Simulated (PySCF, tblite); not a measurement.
# C6H11O radical: geometry, infrared bands and EPR parameters

What infrared bands and EPR parameters should C6H11O radical (`[O]CC1CCCC1`) show?

Computed with tblite 0.8.0 and PySCF 2.14.0, with density-fitted response routines of our own, on a single molecule in the gas phase. Atoms count from 0, in the outputs and in this text.

## 1. The starting structure

18 atoms, charge 0, multiplicity 2; geometry from: force field or distance geometry start.

Bonds of the start (Å): O0–C1 1.40, C1–C2 1.52, C2–C3 1.53, C3–C4 1.51, C4–C5 1.52, C5–C6 1.53, C6–C2 1.51, C1–H7 1.12, C1–H8 1.11, C2–H9 1.11, C3–H10 1.10, C3–H11 1.09, C4–H12 1.11, C4–H13 1.08, C5–H14 1.12, C5–H15 1.08, C6–H16 1.10, C6–H17 1.10.

## 2. Geometry optimisation with GFN2-xTB

What the job is given:

```
{"job": {"kind": "relax", "xc": "GFN2-xTB", "basis": "xTB"}, "charge": 0, "multiplicity": 2}
O      2.357000     1.813500     0.195500
C      1.831400     0.722100    -0.502300
C      0.785900     0.009700     0.340300
C     -0.393100     0.919600     0.669500
C     -1.630200     0.236400     0.134300
C     -1.191300    -1.214400     0.137500
C      0.158100    -1.034700    -0.552600
H      2.625200    -0.033700    -0.710500
H      1.390500     1.020600    -1.477900
H      1.255500    -0.428600     1.241000
H     -0.519500     1.001600     1.754500
H     -0.241500     1.916900     0.260600
H     -1.698100     0.540300    -0.932500
H     -2.526300     0.435100     0.699100
H     -1.031300    -1.487300     1.210200
H     -1.868200    -1.884300    -0.363500
H     -0.040500    -0.546900    -1.513700
H      0.727500    -1.979700    -0.601400
```

The run is started by

```console
$ OMP_NUM_THREADS=1 python probes_run.py task.json out
```

One launch serves the whole session: the jobs run in the order shown.

**Question.** This job is followed by: GFN2-xTB harmonic vibrations, gas phase; UKS B3LYP, pcH-1 on C H O, non-relativistic, mean-field spin-orbit, GIAO. What will the session give for the following? strongest single infrared mode (GFN2-xTB); zero-point energy (GFN2-xTB); g(iso) (B3LYP); ⟨S²⟩; largest a(iso) (averaged by class); surface potential, 1st and 99th percentile; property runs in this session.

The runs gave:

| quantity | value |
| --- | --- |
| strongest single infrared mode (GFN2-xTB) | 641 cm⁻¹, 281 km/mol |
| zero-point energy (GFN2-xTB) | 97.5 kcal/mol |
| g(iso) (B3LYP) | 2.02170 |
| ⟨S²⟩ | 0.754 (exact 0.75) |
| largest a(iso) (averaged by class) | 1H on H7, H8, 183.8 MHz |
| surface potential, 1st and 99th percentile | -1.48 V and 1.03 V |
| property runs in this session | 1, of which 0 failed and 1 gave unsound results |

In words: Over 64 steps the energy fell by 0.551 eV; of the close pairs, O0–C1 changed most, 1.398 to 1.307 Å. No mode is imaginary among the 48: a minimum at this level. The strongest single mode, at 641 cm⁻¹, is spread over several atoms, H7, C2, C6 among them. GFN2-xTB is a fitted tight-binding method: band positions and strengths are rough. Its intensities can rank the bands wrongly. O0 carries the largest spin population, 0.83 e. The isotropic g lies 19.4 ppt above the free-electron value. These values are not to be trusted: the run shows a large g shift, which the driver flags as unsure.
